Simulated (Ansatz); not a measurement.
The system is Ge2Sb2Te5.

```xyz
9
Lattice="4.2941 0.0000 0.0000 -2.1470 3.7188 0.0000 0.0000 0.0000 17.1013" Properties=species:S:1:pos:R:3 pbc="T T T"
Te    2.1470    1.2396    7.1807
Te    0.0000    2.4792    9.9206
Te    0.0000    2.4792    3.4466
Te    2.1470    1.2396   13.6547
Te    0.0000    0.0000    0.0000
Sb    0.0000    0.0000    5.4736
Sb    0.0000    0.0000   11.6278
Ge    2.1470    1.2396    1.7596
Ge    0.0000    2.4792   15.3417
```

The cell comes from a database or a generator and needn't be the stable form of this composition.

| Item | Value |
| --- | --- |
| Program | Ansatz 0.2.0 |
| Task | relaxation of cell and atoms |
| Functional | BLYP |
| Dispersion | D3(BJ) |
| Potentials or basis | Ansatz PAW |
| Cutoff | 420 eV (not typed: the program's choice for these potentials) |
| k mesh | 7 × 7 × 2 |
| Occupations | fermi-dirac, width 0.05 eV |
| Spin | no spin polarisation |

At the start: volume 30.34 Å³/atom.

Where does the relaxation end?

It ends after 6 steps and the volume is 30.81 Å³/atom (+1.5 %); space group P-3m1 (No. 164, to 0.05 Å).

The path:
| step | energy change (eV) | largest force (eV/Å) | volume (Å³) |
| --- | --- | --- | --- |
| 1 | 0.0000 | 0.2588 | 273.09 |
| 2 | -0.1191 | 0.2114 | 274.58 |
| 3 | -0.1349 | 0.0799 | 278.60 |
| 4 | -0.1375 | 0.0103 | 277.33 |
| 5 | -0.1376 | 0.0079 | 277.25 |
| 6 | -0.1384 | 0.0079 | 277.25 |

Final structure:
```
Te Sb Ge
1.0
     4.33080    0.00000    0.00000
    -2.16540    3.75058    0.00000
     0.00000    0.00000   17.06915
Te Sb Ge
5 2 2
Direct
  0.66667 0.33333 0.42448
  0.33333 0.66667 0.57552
  0.33333 0.66667 0.21030
  0.66667 0.33333 0.78970
  0.00000 0.00000 0.00000
  0.00000 0.00000 0.32557
  0.00000 0.00000 0.67443
  0.66667 0.33333 0.10587
  0.33333 0.66667 0.89413
```

Caveat: the plane-wave basis is chosen anew once the cell has moved, so the energies of steps on either side of that aren't comparable; the PAW data sets come from PBE, with cores solved anew for the run's functional, which leaves a small shift of forces and pressure.
